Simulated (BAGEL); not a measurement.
**CH4BFO (SMILES OCBF): a chain of runs**

Wanted: the energy (HF/def2-SV(P)), then the energy (NEVPT2(2,2)/def2-SV(P)), then a single-point energy (CASPT2(2,2)/def2-SV(P)) of CH4BFO. 

The results are computed with BAGEL 1.2.2.

2 further runs of the same task are left out: 2 set aside as unsound or not needed.

**1. Starting point**

The species is CH4BFO (8 atoms), meant as a singlet with charge 0. As SMILES, `OCBF`. The B3–F4 distance was set to 2.503 Å, away from the relaxed value. At this shape a bond of the SMILES string is far longer than usual.

Bond lengths: O1–C2 1.408 Å, C2–B3 1.560 Å, O1–H5 0.959 Å, C2–H6 1.105 Å, C2–H7 1.105 Å, B3–H8 1.201 Å. Angles: O1–C2–B3 113.4°, O1–C2–H6 112.5°, O1–C2–H7 112.5°, B3–C2–H6 106.7°, B3–C2–H7 106.6°, C2–O1–H5 108.9°, C2–B3–H8 120.7°, H6–C2–H7 104.5°.

**2. The energy at HF/def2-SV(P) (density fitting with svp-jkfit) (run 1)**

input.json reads:

```json
{ "bagel" : [

{
  "title" : "molecule",
  "basis" : "def2-sv_p_.json",
  "df_basis" : "svp-jkfit",
  "angstrom" : true,
  "geometry" : [
    { "atom" : "O", "xyz" : [   -0.348178,    1.540805,   -0.107382 ] },
    { "atom" : "C", "xyz" : [    1.010222,    1.203205,    0.048318 ] },
    { "atom" : "B", "xyz" : [    1.260922,   -0.333795,    0.137918 ] },
    { "atom" : "F", "xyz" : [   -0.622900,   -1.976700,    0.007200 ] },
    { "atom" : "H", "xyz" : [   -0.426778,    2.495705,   -0.155382 ] },
    { "atom" : "H", "xyz" : [    1.455422,    1.650205,    0.955618 ] },
    { "atom" : "H", "xyz" : [    1.636522,    1.578005,   -0.781482 ] },
    { "atom" : "H", "xyz" : [    2.373322,   -0.767195,    0.272718 ] }
  ]
},
{ "title" : "hf" },
{ "title" : "print", "file" : "orbitals.molden", "orbitals" : true }

]}
```

The basis set def2-SV(P) is read from a file made from the Basis Set Exchange's data (not shown).

On the command line:

```sh
$ BAGEL_NUM_THREADS=1 BAGEL input.json > input.out
```

Output:

```text
* using 1 threads per process

  ===============================================================
  ===============================================================

  *** Geometry ***

  { "atom" : "O", "xyz" : [     -0.657961,      2.911699,     -0.202923 ] },
  { "atom" : "C", "xyz" : [      1.909043,      2.273728,      0.091308 ] },
  { "atom" : "B", "xyz" : [      2.382797,     -0.630781,      0.260627 ] },
  { "atom" : "F", "xyz" : [     -1.177110,     -3.735422,      0.013606 ] },
  { "atom" : "H", "xyz" : [     -0.806494,      4.716199,     -0.293629 ] },
  { "atom" : "H", "xyz" : [      2.750349,      3.118436,      1.805856 ] },
  { "atom" : "H", "xyz" : [      3.092578,      2.981997,     -1.476787 ] },
  { "atom" : "H", "xyz" : [      4.484929,     -1.449788,      0.515362 ] },

  Number of auxiliary basis functions:      376

  Since a DF basis is specified, we compute 2- and 3-index integrals:
    o Being stored without compression. Storage requirement is 0.012 GB

  Number of basis functions:       64
  Number of electrons      :       32

    * METHOD: MOLECULE                             0.12

  *** RHF ***

  === Nuclear Repulsion ===
    94.8551557225

      * DIIS with orbital gradients will be used.

  === RHF iteration (def2-sv_p_.json) ===
      0       -238.43849609          0.02748264           0.03
      1       -238.41092507          0.03261336           0.03
      2       -238.77076408          0.00469348           0.03
      3       -238.77956700          0.00200415           0.03
      4       -238.78148111          0.00051992           0.03
      5       -238.78176137          0.00021848           0.03
      6       -238.78182269          0.00009872           0.03
      7       -238.78183875          0.00002683           0.03
      8       -238.78183978          0.00000809           0.03
      9       -238.78183986          0.00000271           0.03
     10       -238.78183987          0.00000131           0.03
     11       -238.78183987          0.00000083           0.03
     12       -238.78183987          0.00000043           0.03
     13       -238.78183988          0.00000020           0.03
     14       -238.78183988          0.00000010           0.03
     15       -238.78183988          0.00000003           0.03
     16       -238.78183988          0.00000001           0.03
     17       -238.78183988          0.00000001           0.03
    * SCF iteration converged.

    * Permanent dipole moment:
           (   -2.509221,    -2.662642,    -0.153715) a.u.

    * METHOD: HF                                   0.59

    * METHOD: PRINT                                0.01

  ===============================================================
```

Wall time 0.85 s (1 thread of Arm Neoverse V1, shared host); peak memory 0.15 GiB.

**3. A single-point energy at NEVPT2(2,2)/def2-SV(P) (density fitting with svp-jkfit) (run 2)**

job.json reads:

```json
{ "bagel" : [

{
  "title" : "molecule",
  "basis" : "def2-sv_p_.json",
  "df_basis" : "svp-jkfit",
  "angstrom" : true,
  "geometry" : [
    { "atom" : "O", "xyz" : [   -0.348178,    1.540805,   -0.107382 ] },
    { "atom" : "C", "xyz" : [    1.010222,    1.203205,    0.048318 ] },
    { "atom" : "B", "xyz" : [    1.260922,   -0.333795,    0.137918 ] },
    { "atom" : "F", "xyz" : [   -0.622900,   -1.976700,    0.007200 ] },
    { "atom" : "H", "xyz" : [   -0.426778,    2.495705,   -0.155382 ] },
    { "atom" : "H", "xyz" : [    1.455422,    1.650205,    0.955618 ] },
    { "atom" : "H", "xyz" : [    1.636522,    1.578005,   -0.781482 ] },
    { "atom" : "H", "xyz" : [    2.373322,   -0.767195,    0.272718 ] }
  ]
},
{ "title" : "hf" },
{ "title" : "nevpt2", "nstate" : 1, "nact" : 2, "nclosed" : 15, "active" : [16, 18], "maxiter" : 200, "natocc" : true, "ncore" : 4 },
{ "title" : "print", "file" : "orbitals.molden", "orbitals" : true }

]}
```

The basis set def2-SV(P) is read from a file made from the Basis Set Exchange's data (not shown).

On the command line:

```sh
$ BAGEL_NUM_THREADS=1 BAGEL job.json > job.out
```

Output:

```text
* using 1 threads per process

  ===============================================================
  ===============================================================

  *** Geometry ***

  { "atom" : "O", "xyz" : [     -0.657961,      2.911699,     -0.202923 ] },
  { "atom" : "C", "xyz" : [      1.909043,      2.273728,      0.091308 ] },
  { "atom" : "B", "xyz" : [      2.382797,     -0.630781,      0.260627 ] },
[... 4 lines of this table left out ...]
  { "atom" : "H", "xyz" : [      4.484929,     -1.449788,      0.515362 ] },

  Number of auxiliary basis functions:      376

  Since a DF basis is specified, we compute 2- and 3-index integrals:
    o Being stored without compression. Storage requirement is 0.012 GB

  Number of basis functions:       64
  Number of electrons      :       32

    * METHOD: MOLECULE                             0.12

  *** RHF ***

  === Nuclear Repulsion ===
    94.8551557225

      * DIIS with orbital gradients will be used.

  === RHF iteration (def2-sv_p_.json) ===
      0       -238.43849609          0.02748264           0.03
      1       -238.41092507          0.03261336           0.03
      2       -238.77076408          0.00469348           0.03
[... 14 lines of this table left out ...]
     17       -238.78183988          0.00000001           0.03
    * SCF iteration converged.

    * Permanent dipole moment:
           (   -2.509221,    -2.662642,    -0.153715) a.u.

    * METHOD: HF                                   0.58

    * freezing 4 orbitals
  ---------------------------
      CASSCF calculation
  ---------------------------

    ==== Active orbitals : =====
         Orbital 16
         Orbital 18
    ============================

    * nstate   :      1
    * nclosed  :     15
    * nact     :      2
    * nvirt    :     47
  === CASSCF iteration (def2-sv_p_.json) ===

    * Using the second-order algorithm

      0  0      -238.80350085     1.13e-02      0.01

      1  0      -238.83224264     3.53e-03      0.15
[... 43 lines of this table left out ...]
     23  0      -238.83996997     9.17e-09      0.11

    * Second-order optimization converged. *

     guess   0:   closed 1.                   open ..

  === FCI iteration ===

      0  0      -238.75282190     1.18e-01      0.00
      1  0      -238.82153325     4.01e-02      0.00
      2  0 *    -238.83996997     6.02e-16      0.00

     * ci vector, state   0, <S^2> = 0.0000
       2.     0.9310913428
       .2    -0.3647861172

  === DF-NEVPT2 calculation ===

    * 3-index integral transformation done
    * assembly done

      NEVPT2 correlation energy:   -0.5211388843      0.10

          (+0)     -0.4293313561
          (+0)'    -0.0296432147
          (+1)     -0.0132156798
          (+1)'    -0.0000000000
          (+2)     -0.0004867318
          (-1)     -0.0463118163
          (-1)'     0.0000000000
          (-2)     -0.0021500856

      NEVPT2 total energy:       -239.3611088536

    * METHOD: NEVPT2                               3.92

    * METHOD: PRINT                                0.01

  ===============================================================
```

It took 4.8 s on 1 thread of Arm Neoverse V1, shared host; peak memory 0.15 GiB.

**4. The energy at CASPT2(2,2)/def2-SV(P) (density fitting with svp-jkfit) (run 3)**

caspt2.json reads:

```json
{ "bagel": [

{
  "title": "molecule",
  "basis": "def2-sv_p_.json",
  "df_basis": "svp-jkfit",
  "angstrom": "true",
  "geometry": [
    { "atom": "O", "xyz": [   -0.348178,    1.540805,   -0.107382 ] },
    { "atom": "C", "xyz": [    1.010222,    1.203205,    0.048318 ] },
    { "atom": "B", "xyz": [    1.260922,   -0.333795,    0.137918 ] },
    { "atom": "F", "xyz": [   -0.622900,   -1.976700,    0.007200 ] },
    { "atom": "H", "xyz": [   -0.426778,    2.495705,   -0.155382 ] },
    { "atom": "H", "xyz": [    1.455422,    1.650205,    0.955618 ] },
    { "atom": "H", "xyz": [    1.636522,    1.578005,   -0.781482 ] },
    { "atom": "H", "xyz": [    2.373322,   -0.767195,    0.272718 ] }
  ]
},
{
  "title": "hf"
},
{
  "title": "casscf",
  "nstate": 1,
  "nact": 2,
  "nclosed": 15,
  "active": [16, 18],
  "maxiter": 200,
  "natocc": "true"
},
{
  "title": "print",
  "file": "orbitals.molden",
  "orbitals": "true"
},
{
  "title": "smith",
  "method": "caspt2",
  "ms": "true",
  "xms": "true",
  "sssr": "true",
  "shift": 0.2,
  "shift_imag": "true",
  "ncore": 4
}

]}
```

The basis set def2-SV(P) is read from a file made from the Basis Set Exchange's data (not shown).

On the command line:

```sh
$ BAGEL_NUM_THREADS=1 BAGEL caspt2.json > caspt2.out
```

Output:

```text
* using 1 threads per process

  ===============================================================
  ===============================================================

  *** Geometry ***

  { "atom" : "O", "xyz" : [     -0.657961,      2.911699,     -0.202923 ] },
  { "atom" : "C", "xyz" : [      1.909043,      2.273728,      0.091308 ] },
  { "atom" : "B", "xyz" : [      2.382797,     -0.630781,      0.260627 ] },
[... 4 lines of this table left out ...]
  { "atom" : "H", "xyz" : [      4.484929,     -1.449788,      0.515362 ] },

  Number of auxiliary basis functions:      376

  Since a DF basis is specified, we compute 2- and 3-index integrals:
    o Being stored without compression. Storage requirement is 0.012 GB

  Number of basis functions:       64
  Number of electrons      :       32

    * METHOD: MOLECULE                             0.12

  *** RHF ***

  === Nuclear Repulsion ===
    94.8551557225

      * DIIS with orbital gradients will be used.

[... 6 lines left out ...]
    * SCF iteration converged.
[... 1 line left out ...]
    * Permanent dipole moment:
[... 27 lines left out ...]
    * Second-order optimization converged. *
[... 9 lines left out ...]
     * ci vector, state   0, <S^2> = 0.0000
[... 16 lines left out ...]
    * Zeroth order energy : state  0       -0.6825337168

    * CASPT2 iteration is performed using orthogonal basis

      -------------------------------------------  CASPT2 iteration  ---------------------------------------------------
       #      aibj      arbs      arbi      airj      risj      airs      arst      rist         Etot      error   time
      ------------------------------------------------------------------------------------------------------------------

       0  -0.42800  -0.00249  -0.04751  -0.01415  -0.00070  -0.02934  -0.00000  -0.00000   -0.5221848  0.0014339   0.06
       1  -0.42809  -0.00250  -0.04764  -0.01423  -0.00072  -0.02963  -0.00000  -0.00000   -0.5228059  0.0001620   0.05
       2  -0.42809  -0.00250  -0.04763  -0.01423  -0.00073  -0.02964  -0.00000  -0.00000   -0.5228169  0.0000245   0.05
       3  -0.42810  -0.00250  -0.04763  -0.01423  -0.00073  -0.02964   0.00000  -0.00000   -0.5228171  0.0000039   0.05
       4  -0.42810  -0.00250  -0.04763  -0.01423  -0.00073  -0.02964   0.00000  -0.00000   -0.5228171  0.0000006   0.05

      ------------------------------------------------------------------------------------------------------------------

    * CASPT2 energy : state  0     -239.3648201218
        w/o shift correction       -239.3627870371
        reference weight              0.8724801021

    * METHOD: SMITH                                0.39

  ===============================================================
```

Wall time 5.1 s (1 thread of Arm Neoverse V1, shared host); peak memory 0.15 GiB.

**5. Results**

| quantity | value |
| --- | --- |
| run 1, HF/def2-SV(P): total energy | -238.78184 Eh |
| run 1, HF/def2-SV(P): dipole moment | 9.31 D |
| run 1, HF/def2-SV(P): HOMO energy | -11.08 eV |
| run 1, HF/def2-SV(P): LUMO energy | 0.56 eV |
| run 1, HF/def2-SV(P): HOMO–LUMO gap | 11.65 eV |
| run 2, NEVPT2(2,2)/def2-SV(P): total energy | -239.36111 Eh |
| run 3, CASPT2(2,2)/def2-SV(P): total energy | -239.36482 Eh |
